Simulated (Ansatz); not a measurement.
**Bi2O2Cl2 in a box, plane waves**

Ansatz 0.2.0, DFT PBE, scalar-relativistic, plane waves, PAW, molecule in a box. The geometry was relaxed with Gaussian bases (PBE; Bi def2-SVP with ECP60, O def2-SVP, Cl def2-SVP).

```yaml
crystal:
  lattice:
    - [11.8, 0.0, 0.0]
    - [0.0, 11.42, 0.0]
    - [0.0, 0.0, 13.54]
  atoms:
    - { symbol: Bi, position: [0.5000678, 0.39437653, 0.61925923] }
    - { symbol: Bi, position: [0.5000678, 0.39437653, 0.38077105] }
    - { symbol: O, position: [0.61877966, 0.39404553, 0.50001477] }
    - { symbol: O, position: [0.38135593, 0.39404553, 0.50001477] }
    - { symbol: Cl, position: [0.5000678, 0.60572855, 0.66768168] }
    - { symbol: Cl, position: [0.5000678, 0.60572855, 0.3323486] }
basis:
  ecutwfc: 420
  ecutrho_ratio: 4
kpoints:
  mp_grid: { grid: [1, 1, 1] }
hamiltonian:
  xc: pbe
scf:
  occupations: { method: gaussian, width: 0.01 }
output:
  forces: true
  eigenvalues: true
  populations: true
```

Command:
```sh
ansatz run input.yaml --threads 2 --pin off --max-ram 5120MiB --backend cpu --events-out ev --progress --plain --runs-dir out
```
It took 3.8 s on 2 threads of Arm Neoverse V2 (shared host), peak memory 0.98 GiB.

(1) How does the SCF go?

(2) Which levels lie next to the highest filled one (eV, counted from it)?

(3) What forces are left at this geometry, relaxed with Gaussian bases (eV/Å)?

Answers

(1) 
```
SCF iter   1: F=—  HF=-28086.962342 eV  |F-HF|=—  |Δ(HF+E_count)|=         —  Δρ=1.14e-3
preconditioner: auto → Resta (q_TF=auto, 1.527 Å⁻¹)  ε∞=1.4  [insulator: Δε(μ)=3.484 eV  Ē_g=8.142 eV  σ=0.010 eV  W_gap=1.00  n_s
SCF iter   2: F=—  HF=-28086.966500 eV  |F-HF|=—  |Δ(HF+E_count)|=   4.16e-3  Δρ=8.05e-4
SCF iter   3: F=—  HF=-28086.966428 eV  |F-HF|=—  |Δ(HF+E_count)|=   7.19e-5  Δρ=3.13e-4
SCF iter   4: F=—  HF=-28086.969832 eV  |F-HF|=—  |Δ(HF+E_count)|=   3.40e-3  Δρ=3.09e-4
SCF iter   5: F=—  HF=-28086.970113 eV  |F-HF|=—  |Δ(HF+E_count)|=   2.81e-4  Δρ=4.41e-5
SCF iter   6: F=—  HF=-28086.970351 eV  |F-HF|=—  |Δ(HF+E_count)|=   2.38e-4  Δρ=9.89e-6
SCF iter   7: F=—  HF=-28086.970352 eV  |F-HF|=—  |Δ(HF+E_count)|=   8.28e-7  Δρ=2.54e-6
SCF iter   8: F=-28086.970352 eV  HF=-28086.970352 eV  |F-HF|=2.66e-8  |Δ(HF+E_count)|=   1.07e-7  Δρ=7.01e-7
```

(2) Filled: -1.97, -1.89, -0.85, -0.71, -0.44, -0.43, -0.10, -0.09, -0.05, 0.00. Empty: 3.41, 4.37, 4.58, 5.16, 5.21, 5.50.

(3) 
```
Bi   0.00  0.19 -0.80
Bi   0.00  0.19  0.80
O   -0.61  0.05  0.00
O    0.61  0.05  0.00
Cl   0.00 -0.24 -0.09
Cl   0.00 -0.24  0.09
```
